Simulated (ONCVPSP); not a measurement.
# An ONCV potential for manganese, from input to tests

Do these settings give a usable potential? It is generated, then checked for transferability, scattering, ghosts and hardness.

The numbers are computed with ONCVPSP 4.0.1.1 (patched build) (PBE, scalar-relativistic, spin-unpolarised reference atom).

## Step 1: Starting point

Typed settings, in words:

* element: manganese (Mn, Z = 25)
* type: optimised norm-conserving Vanderbilt (ONCV)
* frozen core: [Ar]
* valence charge: 7
* reference configuration: 3d5 4s1.5 4p0.5
* partial waves: 4s: rc 2.60 bohr, ncon 5, nbas 8, qcut 2.5 1/bohr, 1 projector; 4p: rc 3.65 bohr, ncon 4, nbas 7, qcut 2.3 1/bohr, 2 projectors, debl 1.7 Ha; 3d: rc 1.10 bohr, ncon 5, nbas 10, qcut 14.7 1/bohr, 2 projectors, debl 3.6 Ha
* local potential: polynomial inside 1.00 bohr (lpopt 3, dvloc0 0 Ha)
* core correction: not asked for

The nodes and maxima of the atom's own shells, from an earlier all-electron run, set the scale for the radii.

All-electron outer shells of the reference configuration (PBE, scalar-relativistic, ld1.x):

```
shell  level (eV)  outermost node (bohr)  outermost maximum (bohr)
   3s      -86.73                   0.34                      0.74
   3p      -55.44                   0.31                      0.75
   3d       -7.59                      –                      0.76
   4s       -5.63                   1.05                      2.47
   4p       -1.77                   1.16                      3.34
```

## Step 2: Generating the potential

Contents of Mn.dat:

```
# ATOM AND REFERENCE CONFIGURATION
# atsym  z   nc   nv     iexc    psfile
  Mn 25.00    5    3        4      upf
#
#   n    l    f
    1    0    2.00
    2    0    2.00
    2    1    6.00
    3    0    2.00
    3    1    6.00
    3    2    5.00
    4    0    1.50
    4    1    0.50
#
# PSEUDOPOTENTIAL AND OPTIMIZATION
# lmax
    2
#
#   l,   rc,      ep,       ncon, nbas, qcut
    0    2.60    0.00    5    8    2.50
    1    3.65    0.00    4    7    2.30
    2    1.10    0.00    5   10   14.70
#
# LOCAL POTENTIAL
# lloc, lpopt,  rc(5),   dvloc0
    4    3    1.00    0.00
#
# VANDERBILT-KLEINMAN-BYLANDER PROJECTORs
# l, nproj, debl
    0    1    3.60
    1    2    1.70
    2    2    3.60
#
# MODEL CORE CHARGE
# icmod, fcfact, rcfact
    0    0.00    0.00
#
# LOG DERIVATIVE ANALYSIS
# epsh1, epsh2, depsh
   -2.00    5.00    0.02
#
# OUTPUT GRID
# rlmax, drl
    6.00    0.01
#
# TEST CONFIGURATIONS
# ncnf
    4
# nvcnf
#   n    l    f
    3
    3    2    5.00
    4    0    2.00
    4    1    0.00
#
    3
    3    2    5.00
    4    0    1.00
    4    1    0.00
#
    3
    3    2    5.00
    4    0    0.00
    4    1    0.00
#
    3
    3    2    5.00
    4    0    0.00
    4    1    1.00
#
```

Launch:

```bash
$ oncvpsp.x < Mn.dat > Mn.out
```

**Question.** What will these runs give? Wanted: cutoffs for 1 and 0.1 mHa per electron, occupied waves; bound ghosts; GHOST(+) flags; largest test error; largest phase difference near zero energy, channels read.

**Answer**, as computed:

| quantity | value |
| --- | --- |
| cutoffs for 1 and 0.1 mHa per electron, occupied waves | 81 Ha and 93 Ha |
| bound ghosts | s at -93.91 eV |
| GHOST(+) flags | p at 45 eV |
| largest test error (AE − PS) | +82 meV, for 3d5 4s0 4p0 |
| largest phase difference near zero energy, channels read | 0.006 rad |

**Reading.** A bound ghost (s) makes it unfit for use: electrons can fall into a state that the atom doesn't have. The worst unpolarised test, 3d5 4s0 4p0, is off by 82 meV on 22.1 eV; by total energies transferability rates as fair. By its cutoff, 81 Ha for the looser tolerance, it is very hard. At the looser tolerance the 3d wave is the slowest; 4s needs 6 Ha. Near zero energy the phases of the channels with partial waves agree within 0.006 rad. The program also flags highly localised states, GHOST(+) (p). All of this concerns the isolated atom, not yet a solid.
